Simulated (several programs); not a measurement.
# What each method gives for InSe (P6_3/mmc)

Measured values to be reproduced:
- volume: 28.93 Å³ an atom (from the lattice constants; a = b; “Indium selenide: an insight into electronic band structure and surface excitations”; 2017; pmc:5469805)

An 8-atom cell of InSe started from a crystallographic database, relaxed with r2SCAN+rVV10 in Ansatz, was computed with several methods. Space group P6_3/mmc (No. 194), hexagonal; conventional cell a = 4.018 Å, c = 16.926 Å, 29.58 Å³ an atom. Around In lie 3 Se at 2.64 Å and 1 In at 2.79 Å; around Se lie 3 In at 2.64 Å. (Simulation; spin polarisation is off.)

```cif
data_structure
_symmetry_space_group_name_H-M 'P6_3/mmc'
_symmetry_Int_Tables_number 194
_cell_length_a 4.0181
_cell_length_b 4.0181
_cell_length_c 16.9256
_cell_angle_alpha 90.000
_cell_angle_beta 90.000
_cell_angle_gamma 120.000
_cell_volume 236.66
loop_
_atom_site_label
_atom_site_type_symbol
_atom_site_symmetry_multiplicity
_atom_site_Wyckoff_symbol
_atom_site_fract_x
_atom_site_fract_y
_atom_site_fract_z
_atom_site_occupancy
In1 In 4 f 0.33333 0.66667 0.16770 1
Se1 Se 4 f 0.33333 0.66667 0.59279 1
```

Gaps and times are for a single point on this cell; volume and bulk modulus come from each method's own relaxation or energy curve at fixed shape, which is too stiff where a cell has free coordinates or axes. Times are rough, from shared hosts (AMD EPYC 7R13 Processor; Arm Neoverse N1; Arm Neoverse V1), and each method has its own mesh and cell size. A double dagger marks a value from a curve with shape and coordinates held. A star marks a curve whose lowest point is an end point. PM6 (MOPAC), PM7 (MOPAC), GFN2-xTB (tblite) treat a cluster of cells at its zone centre, which samples few k points: where these miss a band edge, the gap comes out too large for that reason alone. Gaps from k meshes are read at a limited set of points (mesh, symmetry points, PBE's band edges), so each method's own least gap may be somewhat smaller. xTB and the PM methods were fitted mostly to molecules, and can miss a solid's gap by electronvolts. Minimal bases can be far off for gaps. Times of the plane-wave ladder aren't listed, since it ran on unlike processors and cards. Curves at held shape can't give the bulk modulus of a layered or molecular crystal, so none is listed. d marks a direct gap, i an indirect one (no mark: not told apart), a dash a value that wasn't computed or didn't pass its checks.

```
                              method              kind  gap (eV)  own volume (Å³/atom)  bulk modulus (GPa)  atoms computed  processor time
                          PBE-D3(BJ)         semilocal         –                 29.53                   –               8               –
                        r2SCAN+rVV10         semilocal         –                 29.58                   –               8               –
                              PBE-D4         semilocal         –                 29.40                   –               8               –
                         PM7 (MOPAC)    semi-empirical      5.83                29.88‡                   –         cluster           5.3 s
                         PM6 (MOPAC)    semi-empirical      5.39                     –                   –         cluster           6.3 s
light PBE (260 eV and a coarse mesh)  light plane-wave    0.42 d                     –                   –               8           9.2 s
                   GFN2-xTB (tblite)     tight binding      1.33               32.93*‡                   –         cluster            11 s
                      PBE/SZV (CP2K)       small basis    0.38 d                     –                   –               8            30 s
                                 LDA         semilocal    0.22 d                     –                   –               8               –
                             PBE+SOC         semilocal    0.42 d                     –                   –               8               –
                                 PBE         semilocal    0.45 d                     –                   –               8               –
                     PBE/DZVP (CP2K)       small basis    0.42 d                31.39‡                   –               8            98 s
                              r2SCAN         semilocal    0.88 d                     –                   –               8               –
                               HSE06            hybrid    1.19 d                     –                   –               8               –
                                PBE0            hybrid    1.78 d                     –                   –               8               –
                        Hartree-Fock    exact exchange    6.74 i                     –                   –               8               –
```

Against HSE06 (1.19 eV) and with closed or daggered gaps left aside, the nearest gap at the points sampled is that of GFN2-xTB (tblite) (+0.14 eV) and the farthest that of Hartree-Fock (+5.55 eV). HSE06 is only a yardstick of convenience, and nearness to it can be luck.

Runs without a result: GFN1-xTB (tblite) (single point), GLLB-SC (GPAW) (single point, out of time).

Comparison with experiment:
- Volume, measured 28.93 Å³ an atom: PBE-D3(BJ) +2.1 %, r2SCAN+rVV10 +2.3 %, PBE-D4 +1.6 %.
The calculations are for a static lattice; samples hold vibrations, temperature and, in optical gaps, excitons. A measured value is shown where most reports agree with it, and only for the quantities listed.

Only the rows marked +SOC include spin-orbit coupling.
